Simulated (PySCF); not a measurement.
# H5Pb (Pb(H)5-): the cost of one run

The runs use PySCF 2.14.0; BP86, Pb def2-SVP with ECP60, H def2-SVP; scalar-relativistic core potentials, no spin–orbit coupling.

3 further runs of the same task are left out: 2 for a known fault of the program, 1 that didn't finish.

## 1. The system as given

6 atoms, charge -1, spin multiplicity 1.

Bond lengths: Pb1–H2 1.979 Å, Pb1–H3 1.979 Å, Pb1–H4 1.873 Å, Pb1–H5 1.873 Å, Pb1–H6 1.873 Å. Angles: H2–Pb1–H3 180.0°, H2–Pb1–H4 90.0°, H2–Pb1–H5 90.0°, H2–Pb1–H6 90.0°, H3–Pb1–H4 90.0°, H3–Pb1–H5 90.0°, H3–Pb1–H6 90.0°, H4–Pb1–H5 120.0°, H4–Pb1–H6 120.0°, H5–Pb1–H6 120.0°.

Geometry (Å):

```xyz
6

Pb    0.00000    0.00000    0.00000
H     0.00000    0.00000    1.97931
H     0.00000    0.00000   -1.97931
H     1.87345   -0.00002    0.00000
H    -0.93671    1.62246    0.00000
H    -0.93674   -1.62244    0.00000
```

Formal oxidation states: Pb +4. An earlier session relaxed this geometry at BP86, Pb def2-SVP with ECP60, H def2-SVP (singlet, point group D3h).

Its energy there is -195.906140 Eh.

## 2. Atoms moved at random, σ = 0.1 Å

run.py (the lines that set the calculation)

```python
mol = gto.M(atom='''
Pb     0.06058     0.05963    -0.13715
H     -0.05469     0.02774     2.11280
H      0.02806    -0.01042    -1.90154
H      1.91690    -0.05228     0.00021
H     -1.03063     1.51754    -0.02239
H     -0.92023    -1.54222    -0.05192''',
    basis={'Pb': 'def2-SVP', 'H': 'def2-SVP'},
    ecp={'Pb': 'def2-SVP'},
    charge=-1, spin=0)
mf = dft.RKS(mol, xc='B88,P86')
mf.grids.atom_grid = (50, 194)
mf = mf.density_fit()  # fitting sets: Pb def2-universal-JKFIT, H def2-universal-JKFIT
mf.conv_tol = 1e-08; mf.max_cycle = 55
mf.kernel(dm0)  # dm0: the density of the relaxed state
```

Started as:

```sh
OMP_NUM_THREADS=2 python run.py
```

**Question.** How long does this run take on 2 threads of AMD EPYC 7R43 (Zen 3), shared host?

About 1.5 s.
